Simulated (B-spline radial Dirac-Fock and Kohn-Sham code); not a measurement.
**Bi⁷⁺: core levels and X-ray properties**

What does theory give for bismuth as Bi⁷⁺? The session works out its X-ray form factor and Compton profile and the binding energy of each subshell.

The numbers are computed with B-spline radial Dirac-Fock and Kohn-Sham code (version 2): a free atom or ion on a radial basis; each step names its model.

**1. The system**

Bismuth as Bi⁷⁺, configuration [Xe] 4f14 5d8.

- nuclear charge: 83
- electrons: 76
- mass number: 209
- nuclear rms radius: 5.5211 fm

Outer shells as boxes (Hund's rule, for the drawing alone; heavy ions are jj-coupled, and the calculation averages over the configuration):

```
[Xe] core
4f [↑↓][↑↓][↑↓][↑↓][↑↓][↑↓][↑↓]
5d [↑↓][↑↓][↑↓][↑ ][↑ ]
```

**2. Scattering by the electron cloud**

Model: Dirac-Fock average of configuration, finite nucleus; form factor of the spherical density, Waller-Hartree incoherent function, impulse-approximation Compton profiles.

The run's settings:

```ini
task = scatter
Z = 83
charge = 7
configuration = 1s2 2s2 2p6 3s2 3p6 3d10 4s2 4p6 4d10 4f14 5s2 5p6 5d8
mass_number = 209
rms_radius = 5.5211  # fm
s = [0.0, 0.05, 0.1, 0.15, 0.2, 0.25, 0.3, 0.35, 0.4, 0.45, 0.5, 0.6, 0.7, 0.8, 0.9, 1.0, 1.1, 1.2, 1.4, 1.6, 1.8, 2.0, 2.5, 3.0, 3.5, 4.0, 5.0, 6.0]  # 1/A
pz = [0, 0.1, 0.2, 0.3, 0.4, 0.5, 0.6, 0.8, 1.0, 1.2, 1.4, 1.6, 1.8, 2.0, 2.5, 3.0, 4.0, 5.0, 7.0, 10.0, 15.0, 20.0, 30.0, 40.0, 60.0, 100.0]  # a.u.
photon_energy = [1000, 2000, 5000, 8047.8, 10000, 17479.3, 100000, 500000]  # eV
```

Main fields of the result record, rounded:

```text
status: converged
form_factor [e]: [76.0, 75.518, 74.119, 71.928, 69.129, 65.93, 62.534, 59.114, 55.8, 52.675, 49.782, 44.715, 40.481, 36.861, 33.672, 30.804, 28.21, 25.875, 21.984, 19.086, 17.009, 15.507, 12.895, 10.686, 8.6976, 7.1393, 5.3497, 4.5052]
incoherent: [2.9743e-11, 0.44338, 1.6836, 3.4932, 5.6057, 7.8076, 9.9796, 12.084, 14.126, 16.121, 18.074, 21.819, 25.251, 28.289, 30.942, 33.284, 35.4, 37.358, 40.94, 44.18, 47.136, 49.821, 55.274, 59.105, 61.862, 63.978, 67.082, 69.231]
compton_total [1/a.u.]: [6.6343, 6.631, 6.621, 6.604, 6.5798, 6.5477, 6.5072, 6.3974, 6.2437, 6.0413, 5.791, 5.5003, 5.1828, 4.8548, 4.0887, 3.504, 2.8258, 2.395, 1.6357, 0.92637, 0.45748, 0.25751, 0.10066, 0.047358, 0.015247, 0.0033295]
shells: ["1s1/2", "2s1/2", "2p1/2", "2p3/2", "3s1/2", "3p1/2", "3p3/2", "3d3/2", "3d5/2", "4s1/2", "4p1/2", "4p3/2", "4d3/2", "4d5/2", "4f5/2", "4f7/2", "5s1/2", "5p1/2", "5p3/2", "5d3/2", "5d5/2"]
occupation: [2.0, 2.0, 2.0, 4.0, 2.0, 2.0, 4.0, 4.0, 6.0, 2.0, 2.0, 4.0, 4.0, 6.0, 6.0, 8.0, 2.0, 2.0, 4.0, 3.2, 4.8]
mean_momentum [a.u.]: [92.442, 32.971, 43.155, 36.648, 16.552, 19.73, 17.777, 21.382, 20.738, 8.6645, 9.7503, 8.926, 9.9384, 9.6679, 10.24, 10.107, 3.9278, 4.2082, 3.8526, 3.794, 3.6829]
r2 [bohr^2]: 26.343
r_inverse [1/bohr]: 654.93
r1 [bohr]: 33.321
coherent [b]: [3779.9, 3606.4, 2789.4, 2066.0, 1730.9, 970.21, 75.334, 4.0638]
incoherent_cross_section [b]: [0.37622, 1.3682, 5.5233, 9.5692, 11.872, 18.275, 31.053, 21.375]
radial_jk:
  5d: {"j0": [1.0, 0.97344, 0.89753, 0.78273, 0.64376, 0.49661, 0.35564, 0.23163, 0.13095, 0.055752, 0.0048741, -0.038325, -0.03313, -0.0097945, 0.013384, 0.028704, 0.035033, 0.034278, 0.022141, 0.0087061, 0.00052863, -0.0021999, 0.0019472, 0.005904, 0.0057527, 0.0037479, 0.00030339, -0.00078686], "j2": [0.0, 0.010569, 0.040131, 0.082846, 0.13072, 0.17554, 0.21063, 0.23187, 0.23797, 0.23007, 0.21095, 0.15331, 0.091399, 0.041734, 0.009857, -0.0057768, -0.0096842, -0.0066836, 0.0058003, 0.014905, 0.017231, 0.014804, 0.0042422, -0.00046165, -7.2065e-05, 0.0016298, 0.0032764, 0.0026795], "j4": [0.0, 4.0989e-05, 0.00062571, 0.0029313, 0.0083248, 0.017761, 0.031356, 0.048277, 0.066945, 0.085425, 0.10184, 0.12312, 0.12577, 0.1126, 0.090159, 0.065015, 0.041893, 0.023337, 0.0019506, -0.0032141, -0.00035517, 0.0044498, 0.010152, 0.0070999, 0.0027785, 0.00033916, 3.5556e-05, 0.0011944], "r2": 1.4592, "r4": 3.2197, "r6": 10.107}
```

Form factor and incoherent function, every second point:

```csv
s (1/Å),f (e),f / N,S(s)
0,76.00,1.000,0
0.100,74.12,0.975,1.684
0.200,69.13,0.910,5.606
0.300,62.53,0.823,9.980
0.400,55.80,0.734,14.13
0.500,49.78,0.655,18.07
0.700,40.48,0.533,25.25
0.900,33.67,0.443,30.94
1.10,28.21,0.371,35.40
1.40,21.98,0.289,40.94
1.80,17.01,0.224,47.14
2.50,12.90,0.170,55.27
3.50,8.698,0.114,61.86
5.00,5.350,0.070,67.08
```

**3. Core and valence levels**

Model: Dirac-Fock average of configuration, Delta-SCF, finite nucleus, first-order Breit with its frequency dependence, self-energy and vacuum polarisation.

Settings, as recorded:

```ini
task = binding
```

Main fields of the result record, rounded:

```text
status: converged
shells: ["K", "L1", "L2", "L3", "M1", "M2", "M3", "M4", "M5", "N1", "N2", "N3", "N4", "N5", "N6", "N7", "O1", "O2", "O3", "O4,5"]
total_energy_parts [Ha]: [-21553.3104, 28.9202189, -3.06558282, -0.599087715, 22.0234542, -4.5267123]
koopmans [eV]: [91239.8, 16625.2, 15947.5, 13624.3, 4159.14, 3854.66, 3327.96, 2834.86, 2724.19, 1068.37, 935.064, 803.541, 586.485, 561.668, 278.397, 272.719, 274.833, 225.704, 199.447, 125.716]
dirac_coulomb [eV]: [91147.0, 16570.8, 15888.0, 13569.2, 4129.86, 3824.08, 3299.77, "-", "-", 1057.24, 923.93, 793.729, "-", "-", 268.89, 263.432, 272.64, 223.735, 197.874, 124.671]
gaunt [eV]: [-371.685, -42.7568, -72.9883, -48.4123, -8.00448, -13.944, -8.8473, "-", "-", -1.69836, -3.03925, -1.73188, "-", "-", 0.178906, 0.359192, -0.312934, -0.532297, -0.272624, -0.031654]
retardation [eV]: [27.7347, 3.77119, 7.61006, 7.62072, 0.711001, 1.42618, 1.43626, "-", "-", 0.161359, 0.325107, 0.312463, "-", "-", -0.0555349, -0.0548662, 0.0279203, 0.0550449, 0.0538066, 0.00606358]
breit_frequency [eV]: [7.30904, -0.607453, -0.131044, 3.25287, -0.161989, -0.211332, 0.670952, "-", "-", -0.0453452, -0.064413, 0.161246, "-", "-", -0.0135583, -0.0111685, -0.0108697, -0.0147556, 0.0305511, -0.00265225]
self_energy [eV]: [-227.68, -34.861, -1.51291, -2.95709, -8.1334, -0.543745, -0.762317, "-", "-", -2.06795, -0.10615, -0.160217, "-", "-", 0.110116, 0.088009, -0.442245, -0.0139928, -0.0237015, 0.0207107]
vacuum_polarisation [eV]: [49.4363, 7.18128, 0.545655, -0.23311, 1.64434, 0.137308, -0.0668764, "-", "-", 0.420768, 0.0323333, -0.0201018, "-", "-", -0.0135427, -0.0131903, 0.0905656, 0.00581268, -0.00495074, -0.00346665]
binding [eV]: [90632.1, 16503.5, 15821.5, 13528.5, 4115.92, 3810.95, 3292.21, "-", "-", 1054.01, 921.077, 792.291, "-", "-", 269.097, 263.8, 271.993, 223.235, 197.657, 124.66]
mean_radius [bohr]: [0.0157938, 0.0657517, 0.0539572, 0.0629608, 0.17074, 0.161507, 0.17782, 0.154624, 0.159568, 0.376719, 0.377918, 0.410823, 0.415085, 0.425863, 0.435209, 0.441102, 0.833876, 0.881383, 0.956967, 1.14708]
```

total_energy_parts: Dirac-Coulomb, Gaunt, retardation, frequency dependence, self-energy, vacuum polarisation. Blank entries are hole states that did not converge, or in which two open shells of one symmetry are about equally filled, where the average of configuration falls too low.

The binding energies by parts, in eV; the parts add up.

```csv
level,-ε,relaxation,Breit,QED,binding
K (1s),91239.8,-92.77,-336.64,-178.24,90632.1
L1 (2s),16625.2,-54.42,-39.59,-27.68,16503.5
L2 (2p1/2),15947.5,-59.52,-65.51,-0.97,15821.5
L3 (2p3/2),13624.3,-55.16,-37.54,-3.19,13528.5
M1 (3s),4159.1,-29.27,-7.46,-6.49,4115.9
M2 (3p1/2),3854.7,-30.58,-12.73,-0.41,3810.9
M3 (3p3/2),3328.0,-28.18,-6.74,-0.83,3292.2
N1 (4s),1068.4,-11.13,-1.58,-1.65,1054.0
N2 (4p1/2),935.1,-11.13,-2.78,-0.07,921.1
N3 (4p3/2),803.5,-9.81,-1.26,-0.18,792.3
N6 (4f5/2),278.4,-9.51,0.11,0.10,269.1
N7 (4f7/2),272.7,-9.29,0.29,0.07,263.8
O1 (5s),274.8,-2.19,-0.30,-0.35,272.0
O2 (5p1/2),225.7,-1.97,-0.49,-0.01,223.2
O3 (5p3/2),199.4,-1.57,-0.19,-0.03,197.7
"O4,5 (5d)",125.7,-1.04,-0.03,0.02,124.7
```

Line energies follow by subtraction:

```csv
line,energy (eV)
Kβ2' (K-N3),89839.8
Kβ2'' (K-N2),89711.1
Kβ1 (K-M3),87339.9
Kβ3 (K-M2),86821.2
Kα1 (K-L3),77103.7
Kα2 (K-L2),74810.6
Lγ4 (L1-O3),16305.9
Lγ3 (L1-N3),15711.2
Lγ2 (L1-N2),15582.4
Lγ5 (L2-N1),14767.5
Lβ7 (L3-O1),13256.5
Lβ3 (L1-M3),13211.3
Lβ4 (L1-M2),12692.6
Lβ6 (L3-N1),12474.4
```

**4. Outcome**

| quantity | value |
| --- | --- |
| rms radius of the electron cloud | 0.589 bohr |
| form factor halves at | 0.77 1/Å |
| Compton profile at zero | 6.634 1/a.u. |
| deepest level listed, K (1s) | 90632.1 eV |
| least bound, O4,5 (5d) | 124.7 eV |
| Kα1 | 77103.7 eV |
| ionisation energy, NIST (theoretical) | 122.000 eV |

What this shows: f falls from 76 to half of that at s = 0.77 1/Å. Incoherent scattering outweighs coherent from 500 keV on, among the energies asked. For K (1s), relaxation takes off 92.8 eV, Breit terms shift it by -336.64 and QED by -178.24 eV. NIST's ionisation energy differs by -2.66 eV from the least binding energy; the calculation averages open shells over their j components and terms. The Hartree-Fock and Dirac-Fock values hold no electron correlation.
